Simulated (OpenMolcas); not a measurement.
**Cu³⁺ among point charges: CASSCF and CASPT2 levels and susceptibility**

How does a field of 6 point charges split the states of Cu³⁺, and what χT follows?

Method: state-averaged CASSCF and CASPT2, spin-orbit coupling by RASSI with atomic mean-field integrals. Code: OpenMolcas 26.06.

**1. What is computed**

- Species: Cu³⁺ (copper, Z = 29, 26 electrons)
- Basis: ANO-RCC-VDZP [5s4p2d1f], 34 functions
- Scalar Hamiltonian: DKH2, point nucleus
- Inactive shells: 1s 2s 2p 3s 3p
- Active space: 8 electrons in 5 orbitals (3d)
- Some configurations of this space: 3d⁸
- Orbitals: optimised for each spin and parity, averaged over all roots

The outer shells:

3d8
```
3d [↑↓][↑↓][↑↓][↑ ][↑ ]
```

The ion sits among 6 point charges of -2 e arranged as a tetragonal octahedron (D4h), 1.8 Å from the ion, with the axial distance 1.746 Å.

Each step is its own input file, run in one work folder so that later steps find the files of earlier ones. Labels, J, g values, rates, χT and fits are worked out afterwards by a script from the matrices that RASSI stores. The input lists half of the charges; inversion (Group=XYZ) makes the rest.

**2. One- and two-electron integrals**

a.inp

```
&GATEWAY
Coord
1

Cu 0.0 0.0 0.0
Basis=ANO-RCC-VDZP
Group=XYZ
NoMove
AngMom=0.0 0.0 0.0
AMFI
XField
3 Angstrom 0
1.800000 0.000000 0.000000 -2.000000
0.000000 1.800000 0.000000 -2.000000
0.000000 0.000000 1.746000 -2.000000
&SEWARD
```

Command:

```bash
OMP_NUM_THREADS=1 MOLCAS_MEM=1689 MOLCAS_PROJECT=a pymolcas a.inp > a.log
```

**3. Reference wave functions, triplets of even parity, 10 roots**

a.inp

```
&RASSCF
FileOrb=start.orb
Symmetry=1
Spin=3
nActEl=8 0 0
Inactive=3 6
Ras2=5 0
CIRoot=10 10 1
SDav=10
CIMx=300
Iter=120 100
PrWF=0.3
OrbListing=Nothing
MaxOrb=0
>>> COPY $Project.JobIph JOB001
```

start.orb holds the contracted functions of the basis, ordered by shell, or the orbitals of the step before.

**4. CASSCF: singlets of even parity, 15 roots**

a.inp

```
&RASSCF
FileOrb=start.orb
Symmetry=1
Spin=1
nActEl=8 0 0
Inactive=3 6
Ras2=5 0
CIRoot=15 15 1
SDav=15
CIMx=300
Iter=120 100
PrWF=0.3
OrbListing=Nothing
MaxOrb=0
>>> COPY $Project.JobIph JOB002
```

**5. State interaction with spin-orbit coupling**

a.inp

```
&RASSI
NrOfJobIphs=2 10 15
1 2 3 4 5 6 7 8 9 10
1 2 3 4 5 6 7 8 9 10 11 12 13 14 15
IphNames
JOB001
JOB002
EJob
SpinOrbit
DIPRint=1.0
SOCoupling=1000.0
Subsets=2
Property=9
'ANGMOM' 1 'ANGMOM' 2 'ANGMOM' 3 'MLTPL  1' 1 'MLTPL  1' 2 'MLTPL  1' 3
'AMFI' 1 'AMFI' 2 'AMFI' 3
SOProperty=3
'ANGMOM' 1 'ANGMOM' 2 'ANGMOM' 3
```

**6. CASPT2: IPEA 0.25, imaginary shift 0.1 (closed shells correlated: 3s 3p)**

a.inp

```
>>> COPY JOB001 $Project.JobIph
&CASPT2
Multistate=10 1 2 3 4 5 6 7 8 9 10
NoMult
Frozen=2 3
IPEA=0.25
Imaginary=0.1
MaxIter=60
WThr=0.0 0.3 0.05
PrWF=0.5
NoMix
>>> COPY JOB002 $Project.JobIph
&CASPT2
Multistate=15 1 2 3 4 5 6 7 8 9 10 11 12 13 14 15
NoMult
Frozen=2 3
IPEA=0.25
Imaginary=0.1
MaxIter=60
WThr=0.0 0.3 0.05
PrWF=0.5
NoMix
```

(Steps that only read results are left out.)

Before running it: what results should come out? Wanted: spin-free ground state; first state of the same spin within the active space; lowest level; next level.

As calculated:

```
                                            quantity                                                                        value
                                              method  SS-CASPT2, IPEA 0.25, imaginary shift 0.1 (closed shells correlated: 3s 3p)
                              spin-free ground state                                              3B1, 1-fold in its orbital part
first state of the same spin within the active space                                                              3E at 5150 cm⁻¹
                                        lowest level                                                                    1-fold B2
                                          next level                                                                     6.9 cm⁻¹
                                         χT at 300 K                                                               1.81 cm³ K/mol
                           effective moment at 300 K                                                                      3.80 μB
```

Cost by method:

| method | time of its own steps | time with the reference |
| --- | --- | --- |
| A. CASSCF | 5.5 s | 5.5 s |
| B. SS-CASPT2, IPEA 0.25, imaginary shift 0.1, +3s 3p | 1.5 s | 7 s |

Times are of one thread on a shared host.

The spin-free ground state (3B1) comes to 100 % from free-ion F terms and keeps the highest spin of the shell. χT at 300 K is 1.81, against 1.00 cm³ K/mol for the spin alone, so orbital moment adds to it. The field of point charges can differ much from that of real complexes. Point charges carry no covalency, so the field is a model and not that of real ligands.
